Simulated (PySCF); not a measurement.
**DyF: from the state search to spectroscopic constants**

One job finds the state of DyF, follows it along the bond with each method and fits the curves.

The runs use PySCF 2.14.0; Dy x2c-TZVPall, F x2c-TZVPall, spin-free X2C with a Gaussian nucleus.

### Step 1. The job

Settings of the job:

```json
{
 "atoms": "Dy, F",
 "charge": "0",
 "basis": "Dy x2c-TZVPall, F x2c-TZVPall",
 "Hamiltonian": "spin-free X2C with a Gaussian nucleus",
 "basis functions": "135",
 "electrons treated": "75",
 "masses in u": "163.9292, 18.9984",
 "levels": "PBE0, PBE, r²SCAN, PBEsol, B97-3, CAM-B3LYP, HF, MP2, SCS-MP2",
 "grid": "80 radial by 434 angular points",
 "occupations": "held fixed by the projection of orbital angular momentum",
 "dissociation limit": "Dy + F, each in its ground configuration",
 "starting distance in angstrom": "2.115",
 "values of 2S to try": "3, 5, 7"
}
```

On the command line:

```
> OMP_NUM_THREADS=4 python dia.py task.json out
```

Further steps of the session: The PBE0 curve of the state that the search chose; Excited determinants; PBE (GGA); r²SCAN (meta-GGA); PBEsol (GGA); B97-3 (global hybrid GGA); CAM-B3LYP (range-separated hybrid); ROHF (mean field).

**Question.** What will these runs give? Wanted: for each run, Re; ωe; De; μ.

The runs gave:

Lowest PBE0 solution found, without spin–orbit coupling: sextet, unpaired electrons σ ↑, π ↑↑, δ ↑, φ ↑, about 9.6 electrons in the 4f shell (Mulliken). State 3 has its PBE0 minimum 0.45 eV higher, as a spin-mixed determinant (⟨S²⟩ = 4.78), so this is no gap between pure states. The other levels ran on the lowest alone.

| level | Re (Å) | ωe (cm⁻¹) | De (eV) | μ (D) |
| --- | --- | --- | --- | --- |
| ROHF | 1.967 | 608 | 7.12 | -1.98 |
| ROHF-MP2 | 1.927 | 643 | 6.08 | n/a |
| ROHF-SCS-MP2 | 1.938 | 632 | 6.02 | n/a |
| r²SCAN | 1.980 | 556 | 6.28 | -2.40 |
| PBE0 | 1.964 | 555 | 5.81 | -2.43 |
| B97-3 | 1.976 | 541 | 5.70 | -2.56 |
| CAM-B3LYP | 1.981 | 549 | 5.90 | -2.87 |

De is counted to Dy + F in their ground configurations. A positive dipole means Dy(−)F(+). No constants: PBE (the points don't follow one smooth fit); PBEsol (the points don't follow one smooth fit).

**Reading.** The methods spread over 0.055 Å in bond length, from ROHF-MP2 to CAM-B3LYP. Among the levels with a De in the table, it runs from 5.70 eV (B97-3) to 7.12 eV (ROHF).

Correlated steps freeze 19 core orbitals. Spin–orbit coupling is left out, which matters for elements this heavy, above all for dissociation energies. The state is the lowest single determinant that the PBE0 search found; with open d or f shells the true ground state can be another one. With spin–orbit coupling the term label itself may not hold.
